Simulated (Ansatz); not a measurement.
# CH₂ClNSn: how energies converge with the basis set

One table from this session's results is given with a row withheld; the runs are named, their logs left out.

Method: one geometry, several basis sets; program: Ansatz 0.2.0, Gaussian basis.

The runs, in order: PBE0-D4/def2-SVP; ωB97M-V/def2-SVP; PBE0-D4/def2-QZVPP; ωB97M-V/def2-QZVPP; the functionals' def2-TZVPP values are taken from earlier runs.

**The relaxed structure**

The geometry comes from an earlier relaxation with PBE0-D4 in a triple-zeta def2 set; it is a stationary point. Sn takes the def2 core potential; no spin-orbit term is included.

6 atoms, charge 0, spin multiplicity 1.

Atoms are counted from 1 here; the program's logs count them from 0.

Bond lengths: N1–C2 1.152 Å, C2–Sn3 2.106 Å, Sn3–Cl4 2.311 Å, Sn3–H5 1.692 Å, Sn3–H6 1.692 Å. Angles: N1–C2–Sn3 178.7°, C2–Sn3–Cl4 105.2°, C2–Sn3–H5 108.3°, C2–Sn3–H6 108.3°, Cl4–Sn3–H5 108.4°, Cl4–Sn3–H6 108.4°, H5–Sn3–H6 117.5°.

Set-up of the first run:

The input, in.yaml:

```yaml
crystal:
  periodic: [false, false, false]
  atoms:
    - {symbol: N, position_ang: [1.805228, -1.621133, 1.077543]}
    - {symbol: C, position_ang: [1.044605, -0.885964, 0.621271]}
    - {symbol: Sn, position_ang: [-0.317688, 0.495020, -0.198820]}
    - {symbol: Cl, position_ang: [-1.933950, -0.791876, -1.235351]}
    - {symbol: H, position_ang: [0.487855, 1.396238, -1.382122]}
    - {symbol: H, position_ang: [-1.044049, 1.343716, 1.071380]}
basis:
  gaussian: {orbitals: def2-SVP}
hamiltonian: {xc: pbe0, dispersion: d4}
output: {orbitals: {seedname: orbitals}}
```

Steps of the session up to this table: PBE0-D4 in def2-SVP; ωB97M-V in def2-SVP; PBE0-D4 in def2-QZVPP; ωB97M-V in def2-QZVPP.

One table of the session follows, with a row left open; its other results are not shown here.

It belongs to the step «Functionals by basis». 

| functional | basis | HOMO (eV) | LUMO (eV) |
| --- | --- | --- | --- |
| PBE0-D4 | def2-SVP | -9.13 | -1.46 |
| PBE0-D4 | def2-TZVPP | -9.31 | -1.65 |
| PBE0-D4 | def2-QZVPP | -9.34 | -1.71 |
| ωB97M-V | def2-SVP | -11.32 | 0.49 |
| ωB97M-V | def2-TZVPP | ? | ? |
| ωB97M-V | def2-QZVPP | -11.59 | 0.00 |

Estimate the missing values for ωB97M-V, def2-TZVPP.

As computed: HOMO (eV): -11.56; LUMO (eV): 0.16. In the column «HOMO (eV)» it lies between ωB97M-V, def2-QZVPP (-11.59) and ωB97M-V, def2-SVP (-11.32).
